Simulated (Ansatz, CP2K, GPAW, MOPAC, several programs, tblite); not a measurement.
# InGa3As4: cheap methods against density-functional theory

Aim: run InGa3As4 through methods of unlike cost and see what each gets, and at what price.

Computed with MOPAC, tblite, CP2K, Ansatz, GPAW (versions at each run) (no spin polarisation, static lattice; gaps from single points on the cell relaxed beforehand with r²SCAN, unless a step's input says otherwise).

## (1) The system as given

It takes space group Pmm2 (No. 25, orthorhombic). Conventional cell: a = 4.080 Å, b = 8.175 Å, c = 5.779 Å, α = 90.00°, β = 90.00°, γ = 90.00°. Ga (site symmetry m) is surrounded by 4 As at 2.46 to 2.48 Å. Around As (site symmetry m) lie 3 Ga at 2.45 to 2.47 Å and 1 In at 2.62 Å. Ga (site symmetry mm2) has 4 As at 2.45 to 2.48 Å in its first shell of neighbours. As (site symmetry mm2) has 4 Ga at 2.48 Å in its first shell of neighbours. In (site symmetry mm2) has 4 As at 2.60 to 2.62 Å in its first shell of neighbours. As (site symmetry mm2) is surrounded by 2 Ga at 2.46 Å and 2 In at 2.60 Å.

Structure file:

```xyz
8
Lattice="4.0802 0.0000 0.0000 0.0000 8.1749 0.0000 0.0000 0.0000 5.7794" Properties=species:S:1:pos:R:3 pbc="T T T"
Ga    0.0000    6.1984   -0.0009
As    2.0401    6.2355    1.3889
Ga    2.0401    0.0000    2.8784
As    0.0000    0.0000    4.2843
Ga    0.0000    1.9765   -0.0009
As    2.0401    1.9394    1.3889
In    2.0401    4.0875    2.8921
As    0.0000    4.0875    4.5076
```

The structure type (ordered alloy on zincblende lattice) is imposed and need not be the compound's stable one.

**Question.** The methods are PM6, PM7, GFN2-xTB (tblite), PBE/DZVP, PBE/SZV, coarse PBE, GLLB-SC, PBE, r2SCAN. What gap does r2SCAN give on this cell, and which other methods (full PBE left aside) come nearest to r2SCAN and farthest in gap, volume and bulk modulus?

| quantity | value |
| --- | --- |
| r2SCAN | gap 0.57 eV, 24.10 Å³/atom, B₀ 68 GPa |
| gap: nearest and farthest of the other methods | GLLB-SC (-0.04 eV), PM7 (+5.13 eV) |
| volume: nearest and farthest of the other methods | PM7 (-0.6 %), PBE/SZV (+9.2 %) |
| bulk modulus: nearest and farthest of the other methods | PBE/DZVP, PBE/SZV (about 22 % off); PM7 (+55 %) |

In words: For the gap, of the 7 methods compared (full PBE left aside), GLLB-SC comes nearest to r2SCAN and PM7 is farthest. For the volume, of the 3 methods compared (full PBE left aside), PM7 comes nearest to r2SCAN and PBE/SZV is farthest. For the bulk modulus (full PBE left aside), PBE/DZVP, PBE/SZV tie for nearest to r2SCAN; PM7 is farthest. A minimal basis or a coarse cutoff and mesh shifts results by its own error, so closeness to r2SCAN can be chance. Cluster runs see only the k-points that fold onto the zone centre, so their gaps can miss the band edges. GLLB-SC is compared with its derivative discontinuity added. No volume is given for PM6, GFN2-xTB (tblite), coarse PBE, which can hide a larger miss. CPU times run from 4.8 s (GFN2-xTB (tblite)) to 3.2 min (r2SCAN). r2SCAN is a yardstick, not the truth: it usually gives gaps below the measured ones. Spin-orbit coupling is left out throughout.
